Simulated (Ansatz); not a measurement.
**C₂H₅BTe: up Jacob's ladder to CCSD(T)**

The task here is to estimate one member of a computed series from the others.

The runs use Ansatz 0.2.0, Gaussian basis; functionals in def2-TZVPP, the program's frozen cores in correlated methods.

Plan: LDA (SPW92), PBE-D4, revPBE-D4, BLYP-D4, r2SCAN-D4, B97M-V, PBE0-D4, B3LYP-D4, r2SCANh-D4, r2SCAN0-D4, HSE06-D4, BHLYP-D4, CAM-B3LYP-D4, LC-ωPBE, ωB97X-V, ωB97M-V, B2PLYP, PBE-QIDH; CCSD(T)/def2-SVP; CCSD(T)/def2-TZVPP; MP2/def2-QZVPP; extrapolation to the limit; RPA on PBE.

## The relaxed structure

The geometry comes from an earlier relaxation with PBE0-D4 in a triple-zeta def2 set; it is a stationary point, not always the lowest conformer. Te takes the def2 core potential; no spin-orbit term is included.

9 atoms, charge 0, spin multiplicity 1.

Atoms are counted from 1 here; the program's logs count them from 0.

Bond lengths: B1–C2 1.553 Å, B1–C4 1.553 Å, B1–H5 1.194 Å, C2–Te3 2.214 Å, C2–H6 1.087 Å, C2–H7 1.087 Å, Te3–C4 2.214 Å, C4–H8 1.087 Å, C4–H9 1.087 Å. Angles: C2–B1–C4 110.0°, C2–B1–H5 123.6°, C4–B1–H5 123.6°, B1–C2–Te3 73.6°, B1–C2–H6 120.6°, B1–C2–H7 121.4°, Te3–C2–H6 114.5°, Te3–C2–H7 105.0°, H6–C2–H7 113.0°, C2–Te3–C4 70.2°, B1–C4–Te3 73.6°, B1–C4–H8 120.6°, B1–C4–H9 121.4° and more.

The first run:

Contents of in.yaml:

```yaml
crystal:
  periodic: [false, false, false]
  atoms:
    - {symbol: B, position_ang: [-0.438531, 0.141207, -0.593727]}
    - {symbol: C, position_ang: [0.875547, 0.907492, -0.280454]}
    - {symbol: Te, position_ang: [1.258340, -1.218336, 0.205793]}
    - {symbol: C, position_ang: [-0.856732, -0.719393, 0.629632]}
    - {symbol: H, position_ang: [-0.851434, -0.037914, -1.699857]}
    - {symbol: H, position_ang: [1.490084, 1.302665, -1.084664]}
    - {symbol: H, position_ang: [1.010840, 1.438799, 0.658150]}
    - {symbol: H, position_ang: [-1.547251, -1.549872, 0.511058]}
    - {symbol: H, position_ang: [-0.852263, -0.310949, 1.636967]}
basis:
  gaussian: {orbitals: def2-TZVPP}
hamiltonian: {xc: lda}
output: {orbitals: {seedname: orbitals}}
```

Run with:

```
> ansatz run in.yaml --threads 2 --pin off --events-out ev --progress --plain --max-ram 4352MiB
```

Among the steps run: LDA; PBE-D4 (GGA); revPBE-D4 (GGA); BLYP-D4 (GGA); r2SCAN-D4 (meta-GGA); B97M-V (meta-GGA); PBE0-D4 (hybrid); B3LYP-D4 (hybrid); r2SCANh-D4 (hybrid); r2SCAN0-D4 (hybrid); HSE06-D4 (hybrid); BHLYP-D4 (hybrid); CAM-B3LYP-D4 (range-separated); LC-ωPBE (range-separated); ωB97X-V (range-separated); ωB97M-V (range-separated); B2PLYP (double hybrid); PBE-QIDH (double hybrid).

One table of the session follows, with a row left open; its other results are not shown here.

It belongs to the step «Orbital energies across the functionals». 

| functional | HOMO (eV) | LUMO (eV) | gap (eV) |
| --- | --- | --- | --- |
| LDA (SPW92) | -5.52 | -2.41 | 3.11 |
| PBE-D4 | -5.36 | -2.21 | 3.16 |
| revPBE-D4 | -5.31 | -2.13 | 3.18 |
| BLYP-D4 | -5.18 | -2.08 | 3.10 |
| r2SCAN-D4 | -5.55 | -2.04 | 3.52 |
| B97M-V | -5.56 | -2.01 | 3.55 |
| PBE0-D4 | -6.36 | -1.37 | 4.99 |
| B3LYP-D4 | -6.13 | -1.58 | 4.56 |
| r2SCANh-D4 | -5.92 | -1.73 | 4.20 |
| r2SCAN0-D4 | -6.48 | -1.27 | 5.21 |
| HSE06-D4 | -5.97 | -1.74 | 4.23 |
| BHLYP-D4 | -7.18 | -0.47 | 6.72 |
| CAM-B3LYP-D4 | -7.56 | -0.37 | 7.19 |
| LC-ωPBE | ? | ? | ? |
| ωB97X-V | -8.54 | 0.61 | 9.15 |
| ωB97M-V | -8.44 | 0.46 | 8.90 |

Q: Estimate the row for LC-ωPBE from the others.

The run gave: HOMO (eV): -8.87; LUMO (eV): 0.68; gap (eV): 9.55. In the column «HOMO (eV)» it is the lowest.
